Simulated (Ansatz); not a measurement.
# Ti12CO25: the cost of one run

Computed with Ansatz 0.2.0 (DFT PBE+D3(BJ), scalar-relativistic, plane waves, PAW, unless a step's input says otherwise).

2 further runs of the same task are left out: 2 set aside as unsound or not needed.

**1. The system as given**

Symmetry: Pmm2, No. 25, orthorhombic system. The conventional cell has a = 2.954 Å, b = 6.517 Å, c = 26.067 Å, α = 90.00°, β = 90.00°, γ = 90.00°. O (site symmetry mm2) is surrounded by 2 Ti at 1.95 Å. Around Ti (site symmetry mm2) lie 5 O at 1.95 to 1.98 Å. Ti (site symmetry mm2) has 6 O at 1.95 to 1.98 Å in its first shell of neighbours. O (site symmetry m) has 3 Ti at 1.95 to 1.98 Å in its first shell of neighbours. O (site symmetry mm2) is surrounded by 3 Ti at 1.95 to 2.03 Å. O (site symmetry mm2) has 3 Ti at 1.92 to 1.98 Å in its first shell of neighbours. Ti (site symmetry mm2) is surrounded by 6 O at 1.90 to 2.03 Å. Around Ti (site symmetry mm2) lie 6 O at 1.92 to 1.99 Å. Only part of the 15 independent sites is listed.

Structure file:

```
O Ti
1.0
     5.90853    0.00000    0.00000
     0.00000    6.51693    0.00000
     0.00000    0.00000   26.06665
O Ti
24 12
Direct
  0.00000 0.00000 0.32609
  0.50000 0.00000 0.32609
  0.25000 0.30438 0.37499
  0.75000 0.30438 0.37499
  0.25000 0.69562 0.37499
  0.75000 0.69562 0.37499
  0.00000 0.00000 0.42390
  0.50000 0.00000 0.42390
  0.00000 0.50000 0.45109
  0.50000 0.50000 0.45109
  0.25000 0.79787 0.49970
  0.75000 0.79787 0.49970
  0.25000 0.20213 0.49970
  0.75000 0.20213 0.49970
  0.00000 0.50000 0.54911
  0.50000 0.50000 0.54911
  0.00000 0.00000 0.57458
  0.50000 0.00000 0.57458
  0.25000 0.31346 0.63128
  0.75000 0.31346 0.63128
  0.25000 0.68654 0.63128
  0.75000 0.68654 0.63128
  0.00000 0.00000 0.67269
  0.50000 0.00000 0.67269
  0.00000 0.50000 0.37499
  0.50000 0.50000 0.37499
  0.25000 0.00000 0.37499
  0.75000 0.00000 0.37499
  0.00000 0.00000 0.50181
  0.50000 0.00000 0.50181
  0.25000 0.50000 0.49813
  0.75000 0.50000 0.49813
  0.00000 0.50000 0.61911
  0.50000 0.50000 0.61911
  0.25000 0.00000 0.63119
  0.75000 0.00000 0.63119
```

Miller indices refer to the conventional cell of the relaxed bulk, P4_2/mnm (No. 136): a = 4.608 Å, b = 4.608 Å, c = 2.954 Å, α = 90.00°, β = 90.00°, γ = 90.00°.

This (110) slab, 9.1 Å thick as cut, with 17 Å of vacuum, in a 2×1 surface cell; its outer planes are O (top) and O (bottom), was relaxed beforehand with its lower half held: -43665.8663 eV, gap on the mesh 0.96 eV, ionisation potential 6.90 eV (top face), 6.96 eV (bottom face), electron affinity 5.94 eV (top face), 6.00 eV (bottom face), dipole along +c 0.012 e·Å per cell.

**2. CO put at a top (O) site**

File input.yaml:

```yaml
crystal:
  lattice:
    - [5.908529466, 0.0, 0.0]
    - [0.0, 6.5169289185, 0.0]
    - [0.0, 0.0, 29.2166474734]
  atoms:
    - { symbol: O, position: [0.0, 0.0, 0.2909300257] }
    - { symbol: O, position: [0.5, 0.0, 0.2909300257] }
    - { symbol: Ti, position: [0.0, 0.5, 0.3345647131] }
    - { symbol: Ti, position: [0.5, 0.5, 0.3345647131] }
    - { symbol: Ti, position: [0.25, 0.0, 0.3345647131] }
    - { symbol: Ti, position: [0.75, 0.0, 0.3345647131] }
    - { symbol: O, position: [0.25, 0.3043772928, 0.3345647131] }
    - { symbol: O, position: [0.75, 0.3043772928, 0.3345647131] }
    - { symbol: O, position: [0.25, 0.6956227072, 0.3345647131] }
    - { symbol: O, position: [0.75, 0.6956227072, 0.3345647131] }
    - { symbol: O, position: [0.0, 0.0, 0.3781994004] }
    - { symbol: O, position: [0.5, 0.0, 0.3781994004] }
    - { symbol: O, position: [0.0, 0.5, 0.4024576903] }
    - { symbol: O, position: [0.5, 0.5, 0.4024576903] }
    - { symbol: Ti, position: [0.0, 0.0, 0.4477067032] }
    - { symbol: Ti, position: [0.5, 0.0, 0.4477067032] }
    - { symbol: Ti, position: [0.25, 0.5, 0.444421211] }
    - { symbol: Ti, position: [0.75, 0.5, 0.444421211] }
    - { symbol: O, position: [0.25, 0.7978708995, 0.4458266172] }
    - { symbol: O, position: [0.75, 0.7978708995, 0.4458266172] }
    - { symbol: O, position: [0.25, 0.2021291005, 0.4458266172] }
    - { symbol: O, position: [0.75, 0.2021291005, 0.4458266172] }
    - { symbol: O, position: [0.0, 0.5, 0.4899072255] }
    - { symbol: O, position: [0.5, 0.5, 0.4899072255] }
    - { symbol: O, position: [0.0, 0.0, 0.5126318549] }
    - { symbol: O, position: [0.5, 0.0, 0.5126318549] }
    - { symbol: Ti, position: [0.0, 0.5, 0.5523579168] }
    - { symbol: Ti, position: [0.5, 0.5, 0.5523579168] }
    - { symbol: Ti, position: [0.25, 0.0, 0.5631337761] }
    - { symbol: Ti, position: [0.75, 0.0, 0.5631337761] }
    - { symbol: O, position: [0.25, 0.3134587929, 0.5632166031] }
    - { symbol: O, position: [0.75, 0.3134587929, 0.5632166031] }
    - { symbol: O, position: [0.25, 0.6865412071, 0.5632166031] }
    - { symbol: O, position: [0.75, 0.6865412071, 0.5632166031] }
    - { symbol: O, position: [0.0, 0.0, 0.6001629633] }
    - { symbol: O, position: [0.5, 0.0, 0.6001629633] }
    - { symbol: C, position: [0.0, 0.0, 0.6508190148] }
    - { symbol: O, position: [0.0, 0.0, 0.6901801359] }
basis:
  ecutwfc: 420
kpoints:
  mp_grid: { grid: [5, 4, 1] }
hamiltonian:
  xc: pbe
  dispersion: d3bj
scf:
  occupations: { method: gaussian, width: 0.05 }
output:
  forces: true
  eigenvalues: true
  write_density: true
  write_potential: true
  elf: true
  volumetric_format: npy
relax:
  adjacent_minimum: "off"
  f_tol: 0.03
  max_steps: 70
  constraints: [{ sites: [0, 1, 2, 3, 4, 5, 6, 7, 8, 9, 10, 11, 12, 13] }]
efield:
  axis: 3
  dipole_correction: true
```

Run with:

```bash
$ ansatz run input.yaml --threads 8 --pin off --max-ram 22528MiB --backend cpu --events-out ev --progress --plain --runs-dir out
```

Q: Estimate wall time and peak memory on 8 threads of Intel Xeon at 2.50GHz (Skylake/Cascade Lake), shared host.

About 20 min, with a peak of 6.7 GiB.
